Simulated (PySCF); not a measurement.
**From one method to the next for Zn2**

Aim: see what other levels and later steps give for Zn2.

Program: PySCF 2.14.0. Level of theory: method and basis as typed in the scripts. These are calculated values, not measurements.

4 further runs of the same task are left out: 4 that didn't finish.

**1. The starting structure**

Zn2: 2 atoms, charge 0, spin multiplicity 1.

No contacts short enough for the rule that draws bonds.

**2. Base script**

The input, input.py:

```python
from pyscf import gto, scf, mp

mol = gto.M(
    atom='Zn 0 0 0; Zn 0 0 2.499',
    basis='pcseg-1',
    charge=0,
    spin=0,
    verbose=4,
)
mf = scf.RHF(mol)
mf.kernel()
mp.MP2(mf, frozen=10).kernel()
mf.dip_moment()
print('orbital energies (hartree):', mf.mo_energy[..., max(0, mol.nelec[1]-3):mol.nelec[0]+3].round(4))
```

Command:

```
> python input.py
```

**3. SCF alone**

Edit 1 changes step after the SCF: mp2 → none.

input.py, as its differences from that of step 2:

```diff
@@ -1,2 +1,2 @@
-from pyscf import gto, scf, mp
+from pyscf import gto, scf
 
@@ -11,3 +11,2 @@
 mf.kernel()
-mp.MP2(mf, frozen=10).kernel()
 mf.dip_moment()
```

**4. Camb3lyp (RKS)**

Edit 2 changes functional: none (Hartree–Fock) → camb3lyp; SCF type: RHF → RKS; step after the SCF: mp2 → analyze.

The input, input.py:

```python
from pyscf import gto, dft

mol = gto.M(
    atom='Zn 0 0 0; Zn 0 0 2.499',
    basis='pcseg-1',
    charge=0,
    spin=0,
    verbose=4,
)
mf = dft.RKS(mol, xc='camb3lyp')
mf.kernel()
mf.analyze()
print('orbital energies (hartree):', mf.mo_energy[..., max(0, mol.nelec[1]-3):mol.nelec[0]+3].round(4))
```

**5. B3pw91 (RKS)**

Edit 3 changes functional: none (Hartree–Fock) → b3pw91; SCF type: RHF → RKS; step after the SCF: mp2 → analyze.

The input, input.py:

```python
from pyscf import gto, dft

mol = gto.M(
    atom='Zn 0 0 0; Zn 0 0 2.499',
    basis='pcseg-1',
    charge=0,
    spin=0,
    verbose=4,
)
mf = dft.RKS(mol, xc='b3pw91')
mf.kernel()
mf.analyze()
print('orbital energies (hartree):', mf.mo_energy[..., max(0, mol.nelec[1]-3):mol.nelec[0]+3].round(4))
```

**Question.** What will these runs give? Wanted: for each run, E(SCF); from base; gap; after the SCF.

The runs gave:

| run | E(SCF) (hartree) | from base (eV) | cycles | gap (eV) | after the SCF |
| --- | --- | --- | --- | --- | --- |
| base | -3555.113301 | 0 | 8 | 9.25 | MP2 correlation -16.336 eV, core frozen |
| SCF alone | -3555.113301 | 0.0000 | 8 | 9.25 | n/a |
| camb3lyp (RKS) | -3558.610046 | not comparable | 8 | 7.42 | n/a |
| b3pw91 (RKS) | -3558.407344 | not comparable | 8 | 5.13 | n/a |

A lower total energy from another functional means nothing by itself. The dearest run is “camb3lyp (RKS)”, at 8.9 s against 1.4 s.
